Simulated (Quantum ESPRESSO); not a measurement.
# AlIn (P6/mmm) in Quantum ESPRESSO: convergence with wavefunction cutoff

Aim: find how far wavefunction cutoff must go before the results for AlIn settle, at PBE. This setting moves, with any that are tied to it; all else stays.

Everything below comes from runs of Quantum ESPRESSO 7.5. Logs are shortened: lines on timing, memory, paths and dates and some standing lists are left out, and cuts for length are marked.

## Step 1: Starting point

The structure is hexagonal, space group P6/mmm (No. 191). Conventional cell: a = 3.054 Å, b = 3.054 Å, c = 5.828 Å, α = 90.00°, β = 90.00°, γ = 120.00°. Around Al (site symmetry 6/mmm) lie 2 In at 2.91 Å and 6 Al at 3.05 Å. Around In (site symmetry 6/mmm) lie 2 Al at 2.91 Å and 6 In at 3.05 Å.

The cell was built by a generator and needn't be a form met in nature.

## Step 2: With wavefunction cutoff 33 Ry

The input, pw.in:

```
&CONTROL
  calculation = 'scf'
  prefix = 'pwscf'
  outdir = './tmp'
  pseudo_dir = './pseudo'
  tprnfor = .true.
  tstress = .true.
  disk_io = 'nowf'
/
&SYSTEM
  ibrav = 0
  nat = 2
  ntyp = 2
  ecutwfc = 33
  nbnd = 19
  occupations = 'smearing'
  smearing = 'mp'
  degauss = 0.00367493
/
&ELECTRONS
  conv_thr = 4d-10
  electron_maxstep = 120
  mixing_beta = 0.5
/
ATOMIC_SPECIES
Al    26.9815 Al.upf
In   114.8180 In.upf
CELL_PARAMETERS angstrom
   3.0541300000    0.0000000000    0.0000000000
  -1.5270700000    2.6449600000    0.0000000000
   0.0000000000    0.0000000000    5.8280200000
ATOMIC_POSITIONS crystal
Al     0.0000000000    0.0000000000    0.0000000000
In     0.0000000000    0.0000000000    0.5000000000
K_POINTS automatic
10 10 5 0 0 0
```

Potentials or basis: PseudoDojo 0.4 SR PBE stringent.

Launch:

```sh
$ OMP_NUM_THREADS=1 pw.x -in pw.in > pw.out
```

Run time: 55 s. Hardware: 1 thread of Arm Neoverse V1, shared host; peak memory 0.08 GiB.

What came out:

* Free energy: -5447.9197 eV
* Pressure: -416.1 GPa
* Band gap on the k mesh: none (metal or under the smearing width)

## Step 3: With wavefunction cutoff 41 Ry

Edit pw.in of step 2 so:

```diff
@@ -13,3 +13,3 @@
   ntyp = 2
-  ecutwfc = 33
+  ecutwfc = 41
   nbnd = 19
```

Potentials or basis: PseudoDojo 0.4 SR PBE stringent.

Launch:

```sh
$ OMP_NUM_THREADS=1 pw.x -in pw.in > pw.out
```

It took 54 s on 1 thread of Arm Neoverse V1, shared host; peak memory 0.1 GiB.

What came out:

```
Free energy            : -5476.0949 eV
Pressure               : -189.0 GPa
Band gap on the k mesh : none (metal or under the smearing width)
```

## Step 4: With wavefunction cutoff 49 Ry

Edit pw.in of step 3 so:

```diff
@@ -13,3 +13,3 @@
   ntyp = 2
-  ecutwfc = 41
+  ecutwfc = 49
   nbnd = 19
```

Launch:

```sh
$ OMP_NUM_THREADS=1 pw.x -in pw.in > pw.out
```

It took 60 s on 1 thread of Arm Neoverse V1, shared host; peak memory 0.12 GiB.

What came out:

```
Free energy            : -5485.8842 eV
Pressure               : -72.8 GPa
Band gap on the k mesh : none (metal or under the smearing width)
```

## Step 5: With wavefunction cutoff 57 Ry

Edit pw.in of step 4 so:

```diff
@@ -13,3 +13,3 @@
   ntyp = 2
-  ecutwfc = 49
+  ecutwfc = 57
   nbnd = 19
```

Launch:

```sh
$ OMP_NUM_THREADS=1 pw.x -in pw.in > pw.out
```

It took 1.8 min on 1 thread of Arm Neoverse V1, shared host; peak memory 0.14 GiB.

Results:

| Quantity | Value |
| --- | --- |
| Free energy | -5488.8261 eV |
| Pressure | -22.7 GPa |
| Band gap on the k mesh | none (metal or under the smearing width) |

## Step 6: With wavefunction cutoff 66 Ry

Edit pw.in of step 5 so:

```diff
@@ -13,3 +13,3 @@
   ntyp = 2
-  ecutwfc = 57
+  ecutwfc = 66
   nbnd = 19
```

Potentials or basis: PseudoDojo 0.4 SR PBE stringent.

Launch:

```sh
$ OMP_NUM_THREADS=1 pw.x -in pw.in > pw.out
```

It took 1.8 min on 1 thread of Arm Neoverse V1, shared host; peak memory 0.17 GiB.

Results (log left out):

- Free energy: -5489.5731 eV
- Pressure: -4.5 GPa
- Band gap on the k mesh: none (metal or under the smearing width)

## Step 7: With wavefunction cutoff 74 Ry

Edit pw.in of step 6 so:

```diff
@@ -13,3 +13,3 @@
   ntyp = 2
-  ecutwfc = 66
+  ecutwfc = 74
   nbnd = 19
```

Launch:

```sh
$ OMP_NUM_THREADS=1 pw.x -in pw.in > pw.out
```

Wall time 96 s (1 thread of Arm Neoverse V1, shared host); peak memory 0.21 GiB.

It converged, with:

| Item | Value |
| --- | --- |
| Free energy | -5489.6741 eV |
| Pressure | -0.8 GPa |
| Band gap on the k mesh | none (metal or under the smearing width) |

## Step 8: With wavefunction cutoff 82 Ry

Edit pw.in of step 7 so:

```diff
@@ -13,3 +13,3 @@
   ntyp = 2
-  ecutwfc = 74
+  ecutwfc = 82
   nbnd = 19
```

Launch:

```sh
$ OMP_NUM_THREADS=1 pw.x -in pw.in > pw.out
```

It took 2.7 min on 1 thread of Arm Neoverse V1, shared host; peak memory 0.23 GiB.

It converged, with:

```
Free energy            : -5489.6843 eV
Pressure               : -0.2 GPa
Band gap on the k mesh : none (metal or under the smearing width)
```

## Step 9: With wavefunction cutoff 98 Ry

Edit pw.in of step 8 so:

```diff
@@ -13,3 +13,3 @@
   ntyp = 2
-  ecutwfc = 82
+  ecutwfc = 98
   nbnd = 19
```

Potentials or basis: PseudoDojo 0.4 SR PBE stringent.

Launch:

```sh
$ OMP_NUM_THREADS=1 pw.x -in pw.in > pw.out
```

pw.out:

```text
This program is part of the open-source Quantum ESPRESSO suite
     for quantum simulation of materials; please cite
[... 9 lines left out ...]
     --------------------
     sticks:   dense  smooth     PW     G-vecs:    dense   smooth      PW
     Sum         913     913    283                41697    41697    7089

     Using Slab Decomposition

     bravais-lattice index     =            0
     lattice parameter (alat)  =       5.7715  a.u.
     unit-cell volume          =     317.7052 (a.u.)^3
     number of atoms/cell      =            2
     number of atomic types    =            2
     number of electrons       =        24.00
     number of Kohn-Sham states=           19
     kinetic-energy cutoff     =      98.0000  Ry
     charge density cutoff     =     392.0000  Ry
     scf convergence threshold =      4.0E-10
     mixing beta               =       0.5000
     number of iterations used =            8  plain     mixing
     Exchange-correlation= PBE
                           (   1   4   3   4   0   0   0)

     celldm(1)=   5.771469  celldm(2)=   0.000000  celldm(3)=   0.000000
     celldm(4)=   0.000000  celldm(5)=   0.000000  celldm(6)=   0.000000

     crystal axes: (cart. coord. in units of alat)
               a(1) = (   1.000000   0.000000   0.000000 )
               a(2) = (  -0.500002   0.866027   0.000000 )
               a(3) = (   0.000000   0.000000   1.908242 )

     reciprocal axes: (cart. coord. in units 2 pi/alat)
               b(1) = (  1.000000  0.577351 -0.000000 )
               b(2) = (  0.000000  1.154698  0.000000 )
               b(3) = (  0.000000 -0.000000  0.524042 )

     PseudoPot. # 1 for Al read from file:
     Al.upf
     Pseudo is Norm-conserving + core correction, Zval =  3.0
     Generated using ONCVPSP code by D. R. Hamann
     Using radial grid of 1876 points,  6 beta functions with:
                l(1) =   0
                l(2) =   0
                l(3) =   1
                l(4) =   1
                l(5) =   2
                l(6) =   2

     PseudoPot. # 2 for In read from file:
     In.upf
     Pseudo is Norm-conserving + core correction, Zval = 21.0
     Generated using ONCVPSP code by D. R. Hamann
     Using radial grid of 1964 points,  6 beta functions with:
                l(1) =   0
                l(2) =   0
                l(3) =   1
                l(4) =   1
                l(5) =   2
                l(6) =   2

     atomic species   valence    mass     pseudopotential
     Al                3.00    26.98150     Al( 1.00)
     In               21.00   114.81800     In( 1.00)

      4 Sym. Ops., with inversion, found

   Cartesian axes

     site n.     atom                  positions (alat units)
         1        Al     tau(   1) = (   0.0000000   0.0000000   0.0000000  )
         2        In     tau(   2) = (   0.0000000   0.0000000   0.9541211  )

     number of k points=   156  Methfessel-Paxton smearing, width (Ry)=  0.0037

     Number of k-points >= 100: set verbosity='high' to print them.

     Dense  grid:    41697 G-vectors     FFT dimensions: (  40,  40,  72)

     Initial potential from superposition of free atoms

     starting charge      23.9937, renormalised to      24.0000
     Starting wfcs are   17 randomized atomic wfcs +    2 random wfcs

     Self-consistent Calculation

     iteration #  1     ecut=    98.00 Ry     beta= 0.50
     Davidson diagonalization with overlap
     ethr =  1.00E-02,  avg # of iterations =  4.8

     Threshold (ethr) on eigenvalues was too large:
     Diagonalizing with lowered threshold

     Davidson diagonalization with overlap
     ethr =  1.05E-04,  avg # of iterations =  3.3

     total energy              =    -403.47591381 Ry
     estimated scf accuracy    <       0.02553206 Ry

     iteration #  2     ecut=    98.00 Ry     beta= 0.50
     Davidson diagonalization with overlap
     ethr =  1.06E-04,  avg # of iterations =  2.1

     total energy              =    -403.47988882 Ry
     estimated scf accuracy    <       0.02579577 Ry

     iteration #  3     ecut=    98.00 Ry     beta= 0.50
     Davidson diagonalization with overlap
     ethr =  1.06E-04,  avg # of iterations =  1.7

     total energy              =    -403.48428207 Ry
     estimated scf accuracy    <       0.00115789 Ry

     iteration #  4     ecut=    98.00 Ry     beta= 0.50
     Davidson diagonalization with overlap
     ethr =  4.82E-06,  avg # of iterations =  2.6

     total energy              =    -403.48439068 Ry
     estimated scf accuracy    <       0.00008965 Ry

     iteration #  5     ecut=    98.00 Ry     beta= 0.50
     Davidson diagonalization with overlap
     ethr =  3.74E-07,  avg # of iterations =  2.0

     total energy              =    -403.48439669 Ry
     estimated scf accuracy    <       0.00000334 Ry

     iteration #  6     ecut=    98.00 Ry     beta= 0.50
     Davidson diagonalization with overlap
     ethr =  1.39E-08,  avg # of iterations =  2.0

     total energy              =    -403.48439698 Ry
     estimated scf accuracy    <       0.00000038 Ry

     iteration #  7     ecut=    98.00 Ry     beta= 0.50
     Davidson diagonalization with overlap
     ethr =  1.58E-09,  avg # of iterations =  2.0

     total energy              =    -403.48439707 Ry
     estimated scf accuracy    <       0.00000003 Ry

     iteration #  8     ecut=    98.00 Ry     beta= 0.50
     Davidson diagonalization with overlap
     ethr =  1.19E-10,  avg # of iterations =  1.9

     total energy              =    -403.48439708 Ry
     estimated scf accuracy    <          3.3E-09 Ry

     iteration #  9     ecut=    98.00 Ry     beta= 0.50
     Davidson diagonalization with overlap
     ethr =  1.38E-11,  avg # of iterations =  2.1

     End of self-consistent calculation

     Number of k-points >= 100: set verbosity='high' to print the bands.

     the Fermi energy is     9.4371 ev

!    total energy              =    -403.48439708 Ry
     estimated scf accuracy    <          1.0E-10 Ry
     smearing contrib. (-TS)   =      -0.00000013 Ry
     internal energy E=F+TS    =    -403.48439695 Ry

     The total energy is F=E-TS. E is the sum of the following terms:
     one-electron contribution =    -346.82155966 Ry
     hartree contribution      =     175.07407209 Ry
     xc contribution           =     -58.20102465 Ry
     ewald contribution        =    -173.53588473 Ry

     convergence has been achieved in   9 iterations

     Forces acting on atoms (cartesian axes, Ry/au):

     atom    1 type  1   force =     0.00000000    0.00000000    0.00000000
     atom    2 type  2   force =     0.00000000    0.00000000    0.00000000

     Total force =     0.000000     Total SCF correction =     0.000000

     Computing stress (Cartesian axis) and pressure

          total   stress  (Ry/bohr**3)                   (kbar)     P=       -1.82
  -0.00000638   0.00000000   0.00000000           -0.94        0.00        0.00
   0.00000000  -0.00000639   0.00000000            0.00       -0.94        0.00
   0.00000000   0.00000000  -0.00002442            0.00        0.00       -3.59

=------------------------------------------------------------------------------=
   JOB DONE.
=------------------------------------------------------------------------------=
```

Run time: 3.7 min. Hardware: 1 thread of Arm Neoverse V1, shared host; peak memory 0.3 GiB.

Results:

```yaml
Free_energy: -5489.6849 eV
Pressure: -0.2 GPa
Band_gap_on_the_k_mesh: none (metal or under the smearing width)
```

## Step 10: With wavefunction cutoff 123 Ry

Edit pw.in of step 9 so:

```diff
@@ -13,3 +13,3 @@
   ntyp = 2
-  ecutwfc = 98
+  ecutwfc = 123
   nbnd = 19
```

Launch:

```sh
$ OMP_NUM_THREADS=1 pw.x -in pw.in > pw.out
```

Run time: 4.4 min. Hardware: 1 thread of Arm Neoverse V1, shared host.

The run was cut off at its time limit.

## Step 11: Summary

```csv
wavefunction cutoff,"energy less the tightest run, at zero smearing (meV/atom)",pressure (GPa),SCF cycles,CPU time (s),peak memory (GiB)
33 Ry,20882.59,-416.13,11,55,0.08
41 Ry,6794.98,-188.96,9,54,0.1
49 Ry,1900.32,-72.83,9,60,0.12
57 Ry,429.37,-22.70,10,110,0.14
66 Ry,55.89,-4.45,9,110,0.17
74 Ry,5.38,-0.79,9,96,0.21
82 Ry,0.30,-0.21,9,160,0.23
98 Ry,0.00,-0.18,9,220,0.3
123 Ry,timed out after 260 s,-,-,-,-
```

Against the tightest run, the energy stays within 1 meV/atom from 82 Ry on; the pressure stays within 0.1 GPa from 82 Ry on. The tightest run that finished is the yardstick and may itself not be fully converged.
